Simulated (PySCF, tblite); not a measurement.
**C₅H₁₀ClNSi: geometry, infrared bands and NMR shifts**

Aim: predict the infrared bands and NMR shifts of C₅H₁₀ClNSi (`CCC[Si@@H](Cl)CC#N`).

Computed with tblite 0.8.0 and PySCF 2.14.0, with density-fitted response routines of our own, on a single molecule in the gas phase. Atoms count from 0, in the outputs and in this text.

## (1) Starting geometry

18 atoms, charge 0, multiplicity 1; geometry from: force field or distance geometry start.

Bonds of the start (Å): C0–C1 1.50, C1–C2 1.54, C2–Si3 1.86, Si3–Cl4 2.07, Si3–C5 1.85, C5–C6 1.47, C6–N7 1.16, C0–H8 1.10, C0–H9 1.09, C0–H10 1.09, C1–H11 1.10, C1–H12 1.11, C2–H13 1.10, C2–H14 1.10, Si3–H15 1.49, C5–H16 1.10, C5–H17 1.10.

## (2) Optimising the geometry with GFN2-xTB

Job settings and geometry (Å):

```
{"job": {"kind": "relax", "xc": "GFN2-xTB", "basis": "xTB"}, "charge": 0, "multiplicity": 1}
C     -2.771700     0.611700    -0.494100
C     -1.680300     0.278200     0.485900
C     -0.349000    -0.038600    -0.219600
Si     1.096900    -0.434900     0.879900
Cl     0.659500    -2.157400     1.945600
C      2.656200    -0.733700    -0.073900
C      3.060400     0.456600    -0.834900
N      3.375300     1.396400    -1.434800
H     -3.706700     0.827800     0.040500
H     -2.970100    -0.221100    -1.172500
H     -2.519700     1.493200    -1.089600
H     -1.546600     1.112600     1.187700
H     -1.997800    -0.584500     1.108500
H     -0.506300    -0.874500    -0.915700
H     -0.084500     0.837400    -0.837300
H      1.284800     0.628800     1.913000
H      3.469400    -1.010900     0.617400
H      2.521300    -1.581000    -0.757900
```

Started as:

```bash
> OMP_NUM_THREADS=1 python probes_run.py task.json out
```

One launch serves the whole session: the jobs run in the order shown.

**Question.** This job is followed by: GFN2-xTB harmonic vibrations, gas phase; GIAO PBE0/pcSseg-1 NMR shielding, non-relativistic, gas phase. Predict these results of the whole session: strongest single infrared mode (GFN2-xTB); zero-point energy (GFN2-xTB); ¹³C shifts against TMS (PBE0/pcSseg-1); ¹H shifts against TMS (PBE0/pcSseg-1, means over atoms taken as alike); ²⁹Si shifts against TMS (PBE0/pcSseg-1); ³⁵Cl shifts against HCl (PBE0/pcSseg-1); ¹⁵N shifts against NH3 (PBE0/pcSseg-1); surface potential, 1st and 99th percentile.

As calculated:

| quantity | value |
| --- | --- |
| strongest single infrared mode (GFN2-xTB) | 2404 cm⁻¹, 309 km/mol |
| zero-point energy (GFN2-xTB) | 87.0 kcal/mol |
| ¹³C shifts against TMS (PBE0/pcSseg-1) | 120.2, 23.2, 20.4, 20.3, 5.7 ppm |
| ¹H shifts against TMS (PBE0/pcSseg-1, means over atoms taken as alike) | 5.20, 1.92, 1.78, 1.59, 1.32, 1.24, 1.17, 0.80 ppm |
| ²⁹Si shifts against TMS (PBE0/pcSseg-1) | 7.7 ppm |
| ³⁵Cl shifts against HCl (PBE0/pcSseg-1) | -25 ppm |
| ¹⁵N shifts against NH3 (PBE0/pcSseg-1) | 298.0 ppm |
| surface potential, 1st and 99th percentile | -1.73 V and 1.41 V |

In words: Relaxing lowered the energy by 0.174 eV in 38 steps; the close pair that moved most is Si3–C5, from 1.852 to 1.923 Å. All 48 modes are real, so the xTB geometry is a minimum. The strongest single mode, at 2404 cm⁻¹, moves mainly C6 and N7. Unscaled tight-binding wavenumbers are off by several per cent, some by more. Its intensities can rank the bands wrongly. The most deshielded carbon is C6 (nitrile carbon), at 120.2 ppm: C≡N carbons fall here, among the sp2 signals but without a proton. At PBE0/pcSseg-1: The largest span, 509 ppm, is at N7, where the paramagnetic term is -371 ppm.
